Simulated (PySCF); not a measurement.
# H6O3Yb (Yb(H2O)32+): the cost of one run

Program: PySCF 2.14.0. Level of theory: PBE0, Yb lcecp-0-SVP with ECP60, O def2-SVP, H def2-SVP; scalar-relativistic core potentials, no spin–orbit coupling. These are calculated values, not measurements.

1 further run of the same task is left out (for a known fault of the program).

## 1. Starting geometry

10 atoms, charge 2, spin multiplicity 1.

Bond lengths: Yb1–O2 2.558 Å, Yb1–O5 2.558 Å, Yb1–O8 2.558 Å, O2–H3 0.970 Å, O2–H4 0.970 Å, O5–H6 0.970 Å, O5–H7 0.970 Å, O8–H9 0.970 Å, O8–H10 0.970 Å. Angles: O2–Yb1–O5 120.0°, O2–Yb1–O8 120.0°, O5–Yb1–O8 120.0°, Yb1–O2–H3 127.5°, Yb1–O2–H4 127.5°, H3–O2–H4 105.1°, Yb1–O5–H6 127.5°, Yb1–O5–H7 127.5°, H6–O5–H7 105.1°, Yb1–O8–H9 127.5°, Yb1–O8–H10 127.5°, H9–O8–H10 105.1°.

As a file:

```csv
atom,x (Å),y (Å),z (Å)
Yb1,0.0000,0.0000,0.0000
O2,2.5575,0.0000,0.0000
H3,3.1475,0.0000,0.7700
H4,3.1475,0.0000,-0.7700
O5,-1.2787,2.2149,0.0000
H6,-1.5737,2.7258,0.7700
H7,-1.5737,2.7258,-0.7700
O8,-1.2788,-2.2149,0.0000
H9,-1.5738,-2.7258,0.7700
H10,-1.5738,-2.7258,-0.7700
```

Formal oxidation states: Yb +2. Each metal's 14 4f electrons lie in its core potential, so multiplicities, spins and levels count the valence alone.

## 2. SCF at the start, singlet

run.py (the lines that set the calculation) reads:

```python
mol = gto.M(atom='''
Yb     0.00000     0.00000     0.00000
O      2.55750     0.00000     0.00000
H      3.14750     0.00000     0.77000
H      3.14750     0.00000    -0.77000
O     -1.27870     2.21490     0.00000
H     -1.57370     2.72580     0.77000
H     -1.57370     2.72580    -0.77000
O     -1.27880    -2.21490     0.00000
H     -1.57380    -2.72580     0.77000
H     -1.57380    -2.72580    -0.77000''',
    basis={'Yb': 'lcecp-0-SVP', 'O': 'def2-SVP', 'H': 'def2-SVP'},
    ecp={'Yb': 'lcecp-0-SVP'},
    charge=2, spin=0)
mf = dft.RKS(mol, xc='PBE0')
mf.grids.atom_grid = (50, 194)  # f atoms: unpruned, at least (60, 302)
mf = mf.density_fit()  # fitting sets: Yb AutoAux, O def2-universal-JKFIT, H def2-universal-JKFIT
mf.conv_tol = 1e-08; mf.max_cycle = 55
mf.kernel(dm0)  # dm0: free metal ions and neutral atoms
```

Command:

```sh
$ OMP_NUM_THREADS=2 python run.py
```

What time and memory should one allow on 2 threads of Arm Neoverse V1, shared host?

About 3.3 s, with a peak of 0.65 GiB.
